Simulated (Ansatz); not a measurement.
# CH₉NSiSn: up Jacob's ladder to CCSD(T)

The task here is to estimate one member of a computed series from the others.

Method: functionals in def2-TZVPP, the program's frozen cores in correlated methods; program: Ansatz 0.2.0, Gaussian basis.

Levels to be run: LDA (SPW92), PBE-D4, revPBE-D4, BLYP-D4, r2SCAN-D4, B97M-V, PBE0-D4, B3LYP-D4, r2SCANh-D4, r2SCAN0-D4, HSE06-D4, BHLYP-D4, CAM-B3LYP-D4, LC-ωPBE, ωB97X-V, ωB97M-V, B2PLYP, PBE-QIDH; CCSD(T)/def2-SVP; CCSD(T)/def2-TZVPP; MP2/def2-QZVPP; extrapolation to the limit; RPA on PBE.

## The relaxed structure

The geometry comes from an earlier relaxation with PBE0-D4 in a triple-zeta def2 set; it is a stationary point, not always the lowest conformer. Sn takes the def2 core potential; no spin-orbit term is included.

SMILES `N[CH]([SiH3])[SnH3]`, 13 atoms, charge 0, spin multiplicity 1.

Atoms are counted from 1 here; the program's logs count them from 0.

Bond lengths: N1–C2 1.470 Å, N1–H5 1.015 Å, N1–H6 1.013 Å, C2–Si3 1.878 Å, C2–Sn4 2.167 Å, C2–H7 1.095 Å, Si3–H8 1.490 Å, Si3–H9 1.492 Å, Si3–H10 1.491 Å, Sn4–H11 1.710 Å, Sn4–H12 1.710 Å, Sn4–H13 1.706 Å. Angles: C2–N1–H5 111.0°, C2–N1–H6 111.0°, H5–N1–H6 106.7°, N1–C2–Si3 114.5°, N1–C2–Sn4 106.9°, N1–C2–H7 108.4°, Si3–C2–Sn4 113.5°, Si3–C2–H7 109.4°, Sn4–C2–H7 103.5°, C2–Si3–H8 112.2°, C2–Si3–H9 110.0°, C2–Si3–H10 109.1°, H8–Si3–H9 109.1°, H8–Si3–H10 108.7°, H9–Si3–H10 107.7°, C2–Sn4–H11 106.9°, C2–Sn4–H12 111.2°, C2–Sn4–H13 109.7° and more.

Set-up of the first run:

The input, in.yaml:

```yaml
crystal:
  periodic: [false, false, false]
  atoms:
    - {symbol: N, position_ang: [1.147855, 1.275532, -0.045280]}
    - {symbol: C, position_ang: [0.341132, 0.162407, 0.476287]}
    - {symbol: Si, position_ang: [-1.491217, 0.539503, 0.645151]}
    - {symbol: Sn, position_ang: [0.759477, -1.556668, -0.774373]}
    - {symbol: H, position_ang: [1.073801, 2.090324, 0.554603]}
    - {symbol: H, position_ang: [0.825026, 1.558693, -0.963157]}
    - {symbol: H, position_ang: [0.743843, -0.127453, 1.452909]}
    - {symbol: H, position_ang: [-2.240738, -0.583053, 1.275428]}
    - {symbol: H, position_ang: [-1.685027, 1.773757, 1.461139]}
    - {symbol: H, position_ang: [-2.062713, 0.796532, -0.707365]}
    - {symbol: H, position_ang: [0.636255, -1.032632, -2.397514]}
    - {symbol: H, position_ang: [-0.367399, -2.812526, -0.496274]}
    - {symbol: H, position_ang: [2.340002, -2.119015, -0.466855]}
basis:
  gaussian: {orbitals: def2-TZVPP}
hamiltonian: {xc: lda}
output: {orbitals: {seedname: orbitals}}
```

The run is started by

```sh
$ ansatz run in.yaml --threads 4 --pin off --events-out ev --progress --plain --max-ram 10444MiB
```

Among the steps run: LDA; PBE-D4 (GGA); revPBE-D4 (GGA); BLYP-D4 (GGA); r2SCAN-D4 (meta-GGA); B97M-V (meta-GGA); PBE0-D4 (hybrid); B3LYP-D4 (hybrid); r2SCANh-D4 (hybrid); r2SCAN0-D4 (hybrid); HSE06-D4 (hybrid); BHLYP-D4 (hybrid); CAM-B3LYP-D4 (range-separated); LC-ωPBE (range-separated); ωB97X-V (range-separated); ωB97M-V (range-separated); B2PLYP (double hybrid); PBE-QIDH (double hybrid).

One of the session's tables, all rows but one given; the rest of the session is left out.

It belongs to the step «Frontier levels by functional». 

| functional | HOMO (eV) | gap (eV) |
| --- | --- | --- |
| LDA (SPW92) | -5.47 | 4.43 |
| PBE-D4 | -5.35 | 4.54 |
| revPBE-D4 | -5.29 | 4.59 |
| BLYP-D4 | -5.24 | 4.52 |
| r2SCAN-D4 | -5.58 | 5.16 |
| B97M-V | ? | ? |
| PBE0-D4 | -6.62 | 6.59 |
| B3LYP-D4 | -6.42 | 6.16 |
| r2SCANh-D4 | -6.06 | 5.90 |
| r2SCAN0-D4 | -6.79 | 7.00 |
| HSE06-D4 | -6.23 | 5.83 |
| BHLYP-D4 | -7.82 | 8.50 |
| CAM-B3LYP-D4 | -7.97 | 8.79 |
| LC-ωPBE | -9.28 | 11.19 |
| ωB97X-V | -8.96 | 10.72 |
| ωB97M-V | -8.87 | 10.27 |

Estimate the missing values for B97M-V.

**Answer.** HOMO (eV): -5.78; gap (eV): 5.06. In the column «HOMO (eV)» it lies between r2SCANh-D4 (-6.06) and r2SCAN-D4 (-5.58).
